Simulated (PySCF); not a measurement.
# Al3F3S3 ((FAlS)3 ring): the cost of one run

The runs use PySCF 2.14.0, with density-fitted response routines of our own; the level of theory stands in each step. All values are computed, except where a source is named. Atoms count from 0, in the outputs and in this text.

### 1 The molecule as given

9 atoms, charge 0, multiplicity 1; geometry from: GFN2-xTB. The atoms were then displaced at random by about 0.03 Å, so the start is not that level's minimum.

Bonds of the start (Å): Al0–F1 1.58, Al0–S2 2.33, Al0–S8 2.09, S2–Al3 2.10, Al3–F4 1.72, Al3–S5 2.17, S5–Al6 2.24, Al6–F7 1.65, Al6–S8 2.21.

### 2 Geometry optimisation at PBE0-D3(BJ)/def2-SVP

What the job is given:

```
{"job": {"xc": "PBE0", "basis": "def2-SVP", "d3": "d3bj", "grid": 1, "maxiter": 40, "shake": 0.03, "kind": "geom"}, "charge": 0, "multiplicity": 1}
Al     1.199470    -0.257060     1.726970
F      2.022150    -0.343820     3.073200
S     -0.645930     1.154630     1.871450
Al    -1.566420     1.227640    -0.019260
F     -3.000340     2.170820    -0.048640
S     -1.278970     0.216160    -1.915130
Al     0.557240    -1.045840    -1.704690
F      0.992350    -1.853550    -3.075300
S      1.853200    -1.338420     0.065730
```

Command:

```sh
OMP_NUM_THREADS=1 python probes_run.py task.json out
```

One launch serves the whole session: the jobs run in the order shown.

**Question.** How long does this first job take on 1 thread of Arm Neoverse V1, shared host, and how much memory does it need?

About 2.1 min, with a peak of 0.61 GiB.
